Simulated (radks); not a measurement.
# The Coulomb parameter U of the 4d shell of Zr⁺

The task here is to estimate one member of a computed series from the others.

Method: scalar-relativistic Kohn-Sham, PBEsol, spin-unpolarised, spherical densities, finite nucleus. Code: radks (a radial shooting solver on a logarithmic mesh, Libxc functionals) version 1.

## Starting point

```
element            : zirconium (Z = 40)
charge             : +1
electrons          : 39
configuration      : [Kr] 4d2 5s1
nuclear rms radius : 4.2694 fm
```

Outer shells as boxes (Hund's rule):

Zr⁺
```
[Kr] core
4d [↑ ][↑ ][  ][  ][  ]
5s [↑ ]
```

The first run:

Input:

```text
Z 40
configuration [Kr] 4d2 5s1
relativity scalar-relativistic
functional pbe_sol,pbe_sol
spin unpolarised
nucleus finite rms 4.2694 fm
c 137.035999084
```

Steps of the session up to this table: Start: [Kr] 4d2 5s1.

One of the session's tables, all rows but one given; the rest of the session is left out.

Radial moments (bohr):

| level | <r> | outermost maximum (interpolated) | 90 % within | nodes |
| --- | --- | --- | --- | --- |
| 2p | 0.1418 | 0.109 | 0.231 | 0 |
| 3s | ? | ? | ? | ? |
| 3p | 0.4624 | 0.402 | 0.700 | 1 |
| 3d | 0.4527 | 0.347 | 0.728 | 0 |
| 4s | 1.213 | 1.08 | 1.77 | 3 |
| 4p | 1.368 | 1.18 | 2.04 | 2 |
| 4d | 2.137 | 1.59 | 3.45 | 1 |
| 5s | 3.410 | 3.00 | 4.97 | 4 |

Estimate the missing values for 3s.

**Answer.** <r>: 0.4588; outermost maximum (interpolated): 0.408; 90 % within: 0.679; nodes: 2. In the column «<r>» it lies between 3d (0.4527) and 3p (0.4624).
